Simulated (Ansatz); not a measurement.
Geometry optimisation, DFT LDA, scalar-relativistic, plane waves, PAW in Ansatz 0.2.0.

Input file:

```yaml
crystal:
  lattice:
    - [9.084908, 0.0, 0.0]
    - [-2.271227, 8.200785, 0.0]
    - [0.0, 0.0, 15.000311]
  atoms:
    - { symbol: Si, position: [0.42313549, 0.69254196, 0.11511322] }
    - { symbol: Si, position: [0.21145233, 0.84580932, 0.090962] }
    - { symbol: W, position: [0.0, 0.0, 0.06666528] }
    - { symbol: Si, position: [0.05772332, 0.23089328, 0.18785788] }
    - { symbol: Si, position: [0.34604016, 0.38416065, 0.16370665] }
    - { symbol: W, position: [0.13458783, 0.5383513, 0.13940994] }
    - { symbol: Si, position: [0.19231115, 0.76924459, 0.26060253] }
    - { symbol: Si, position: [0.48062799, 0.92251195, 0.23645131] }
    - { symbol: W, position: [0.26917565, 0.07670263, 0.21215459] }
    - { symbol: Si, position: [0.32689898, 0.30759591, 0.33334718] }
    - { symbol: Si, position: [0.11521582, 0.46086327, 0.30919596] }
    - { symbol: W, position: [0.40376348, 0.61505393, 0.28489924] }
    - { symbol: Si, position: [0.92313548, 0.69254196, 0.11511322] }
    - { symbol: Si, position: [0.71145233, 0.84580932, 0.090962] }
    - { symbol: W, position: [0.5, 0.0, 0.06666528] }
    - { symbol: Si, position: [0.55772332, 0.23089328, 0.18785788] }
    - { symbol: Si, position: [0.84604016, 0.38416065, 0.16370665] }
    - { symbol: W, position: [0.63458782, 0.5383513, 0.13940994] }
    - { symbol: Si, position: [0.69231114, 0.76924459, 0.26060253] }
    - { symbol: Si, position: [0.98062798, 0.92251195, 0.23645131] }
    - { symbol: W, position: [0.76917565, 0.07670263, 0.21215459] }
    - { symbol: Si, position: [0.82689897, 0.30759591, 0.33334718] }
    - { symbol: Si, position: [0.61521581, 0.46086327, 0.30919596] }
    - { symbol: W, position: [0.90376348, 0.61505393, 0.28489924] }
    - { symbol: F, position: [0.44862609, 0.46117104, 0.39867916] }
basis:
  ecutwfc: 420.0
kpoints:
  mp_grid: { grid: [2, 2, 1] }
hamiltonian:
  xc: lda
  pseudopotentials: { kind: paw, azcp: { folder: soft_1 } }
scf:
  occupations: { method: gaussian, width: 0.1 }
  lower_state_search: "off"
relax:
  f_tol: 0.03
  max_steps: 60
  adjacent_minimum: "off"
  constraints: [{ sites: [1, 2, 13, 14] }]
```

Run as:

```bash
$ ansatz run input.yaml --threads 4 --pin off --max-ram 10240MiB --backend cpu --events-out ev --progress --plain --runs-dir out
```

Q: Where does it end, and by what steps?

A: The run converged. Limits of this set-up: coarse k mesh, thin slab, slab without dipole correction, odd electron count without spin, PAW files made for another functional, a typed lattice constant that wasn't relaxed here. After 18 steps the energy has fallen by 4.673 eV; F25 moved furthest, 1.75 Å. Parted: W12–F25 (2.25 → 3.62 Å).

```
step  energy less start (eV)  largest force component (eV/Å)  accepted
   0                  0.0000                           3.184       yes
   1                 -1.7419                           1.806       yes
   2                 -2.5299                           0.810       yes
   3                 -2.9590                           1.106       yes
   4                 -3.3336                           1.212       yes
   5                 -3.6816                           1.064       yes
   6                 -3.9494                           0.805       yes
   7                 -4.1814                           0.648       yes
   8                 -4.3419                           0.408       yes
   9                 -4.4677                           0.208       yes
  10                 -4.5278                           0.141       yes
  11                 -4.5610                           0.492       yes
  12                 -4.6073                           0.498       yes
  13                 -4.5965                           0.554        no
  14                 -4.6526                           0.198       yes
  15                 -4.6644                           0.157       yes
  16                 -4.6515                           0.165        no
  17                 -4.6720                           0.038       yes
  18                 -4.6734                           0.022       yes
```

```xyz
25
Lattice="9.0849 0.0000 0.0000 -2.2712 8.2008 0.0000 0.0000 0.0000 15.0003" Properties=species:S:1:pos:R:3
Si 2.394 5.689 1.304
Si 0.000 6.936 1.364
W 0.000 0.000 1.000
Si 0.363 2.009 2.534
Si 2.465 3.258 1.794
W 0.172 4.543 1.904
Si 0.220 6.316 3.780
Si 2.483 7.592 3.368
W 2.605 0.730 2.568
Si 2.540 2.472 4.363
Si 0.258 3.871 4.289
W 2.507 4.966 3.705
Si 6.914 5.713 1.282
Si 4.542 6.936 1.364
W 4.542 0.000 1.000
Si 4.915 2.007 2.506
Si 7.025 3.260 1.768
W 4.706 4.534 1.903
Si 4.766 6.313 3.773
Si 7.069 7.607 3.357
W 7.148 0.675 2.659
Si 7.096 2.574 4.190
Si 4.783 3.869 4.290
W 7.045 4.994 3.676
F 2.475 2.117 5.932
```

Whether the end is a true minimum wasn't checked by a vibrational analysis.

The run took 2.5 min on 4 threads of Arm Neoverse V1, with other jobs on the host, peak memory 2.5 GiB.
